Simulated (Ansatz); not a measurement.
# GeH8OSi2: a ladder of functionals and wavefunction methods

An exercise on one series of results from a longer session: the logs are not shown, and one member is left open.

Method: functionals in def2-TZVPP, the program's frozen cores in correlated methods; program: Ansatz 0.2.0, Gaussian basis.

The runs, in order: PBE-D4, r2SCAN-D4, PBE0-D4, B3LYP-D4, ωB97X-V, ωB97M-V, B2PLYP; CCSD(T)/def2-TZVPP; MP2/def2-QZVPP; extrapolation to the limit.

### The relaxed structure

All runs share one geometry, relaxed beforehand with PBE0-D4 in a triple-zeta def2 set.

12 atoms, charge 0, spin multiplicity 1.

Atoms are counted from 1 here; the program's logs count them from 0.

Bond lengths: O1–Si2 1.654 Å, O1–H5 0.958 Å, Si2–Si3 2.335 Å, Si2–H6 1.492 Å, Si2–H7 1.493 Å, Si3–Ge4 2.380 Å, Si3–H8 1.489 Å, Si3–H9 1.490 Å, Ge4–H10 1.538 Å, Ge4–H11 1.536 Å, Ge4–H12 1.539 Å. Angles: Si2–O1–H5 117.8°, O1–Si2–Si3 105.8°, O1–Si2–H6 111.1°, O1–Si2–H7 111.2°, Si3–Si2–H6 112.2°, Si3–Si2–H7 109.8°, H6–Si2–H7 106.8°, Si2–Si3–Ge4 109.7°, Si2–Si3–H8 110.8°, Si2–Si3–H9 108.8°, Ge4–Si3–H8 109.7°, Ge4–Si3–H9 109.7°, H8–Si3–H9 108.2°, Si3–Ge4–H10 110.0°, Si3–Ge4–H11 110.4°, Si3–Ge4–H12 111.0°, H10–Ge4–H11 108.5°, H10–Ge4–H12 108.2° and more.

Coordinates:

```mol
GeH8OSi2
  3D, bonds by distance, orders not assigned

 12 11  0  0  0  0  0  0  0  0999 V2000
   -1.5643    1.3202   -0.9227 O   0  0
   -0.4947    1.6444    0.2970 Si  0  0
    0.1995   -0.4351    1.1020 Si  0  0
    0.8585   -1.8203   -0.7177 Ge  0  0
   -1.9690    2.0636   -1.3718 H   0  0
   -1.1282    2.4773    1.3610 H   0  0
    0.6823    2.4109   -0.2079 H   0  0
   -0.8933   -1.0974    1.8666 H   0  0
    1.3547   -0.2326    2.0217 H   0  0
    1.9203   -1.1022   -1.5683 H   0  0
   -0.3489   -2.1398   -1.6119 H   0  0
    1.4598   -3.1442   -0.2142 H   0  0
  1  2  8  0
  2  3  8  0
  3  4  8  0
  1  5  8  0
  2  6  8  0
  2  7  8  0
  3  8  8  0
  3  9  8  0
  4 10  8  0
  4 11  8  0
  4 12  8  0
M  END
```

Set-up of the first run:

Contents of in.yaml:

```yaml
crystal:
  periodic: [false, false, false]
  atoms:
    - {symbol: O, position_ang: [-1.564257, 1.320201, -0.922671]}
    - {symbol: Si, position_ang: [-0.494677, 1.644368, 0.297012]}
    - {symbol: Si, position_ang: [0.199528, -0.435092, 1.101957]}
    - {symbol: Ge, position_ang: [0.858547, -1.820257, -0.717663]}
    - {symbol: H, position_ang: [-1.969034, 2.063603, -1.371760]}
    - {symbol: H, position_ang: [-1.128162, 2.477261, 1.360969]}
    - {symbol: H, position_ang: [0.682317, 2.410933, -0.207925]}
    - {symbol: H, position_ang: [-0.893252, -1.097362, 1.866644]}
    - {symbol: H, position_ang: [1.354694, -0.232602, 2.021725]}
    - {symbol: H, position_ang: [1.920274, -1.102199, -1.568307]}
    - {symbol: H, position_ang: [-0.348883, -2.139807, -1.611862]}
    - {symbol: H, position_ang: [1.459806, -3.144248, -0.214219]}
basis:
  gaussian: {orbitals: def2-TZVPP}
hamiltonian: {xc: pbe, dispersion: d4}
output: {forces: true, orbitals: {seedname: orbitals}}
```

The run is started by

```bash
$ ansatz run in.yaml --threads 4 --pin off --events-out ev --progress --plain --max-ram 10444MiB
```

Among the steps run: PBE-D4 (GGA); r2SCAN-D4 (meta-GGA); PBE0-D4 (hybrid); B3LYP-D4 (hybrid); ωB97X-V (range-separated); ωB97M-V (range-separated); B2PLYP (double hybrid); CCSD(T) in def2-TZVPP; MP2 in def2-QZVPP.

One of the session's tables, all rows but one given; the rest of the session is left out.

```
            method  atomisation energy (eV)
            PBE-D4                   36.919
         r2SCAN-D4                   37.292
           PBE0-D4                   36.707
          B3LYP-D4                   37.119
           ωB97X-V                   37.606
           ωB97M-V                   37.157
            B2PLYP                   36.665
     HF/def2-TZVPP                   27.574
    MP2/def2-TZVPP                   36.339
   CCSD/def2-TZVPP                   36.173
CCSD(T)/def2-TZVPP                   36.555
           MP2/CBS                        ?
       CCSD(T)/CBS                   37.481
```

Estimate the missing values for MP2/CBS.

As computed: atomisation energy (eV): 37.265. In the column «atomisation energy (eV)» it lies between ωB97M-V (37.157) and r2SCAN-D4 (37.292).

Limits of these values: Free atoms (1 O, 2 Si, 1 Ge, 8 H) were run apart at each level; the atomisation energy is their sum less the molecule, without zero-point or spin-orbit terms.
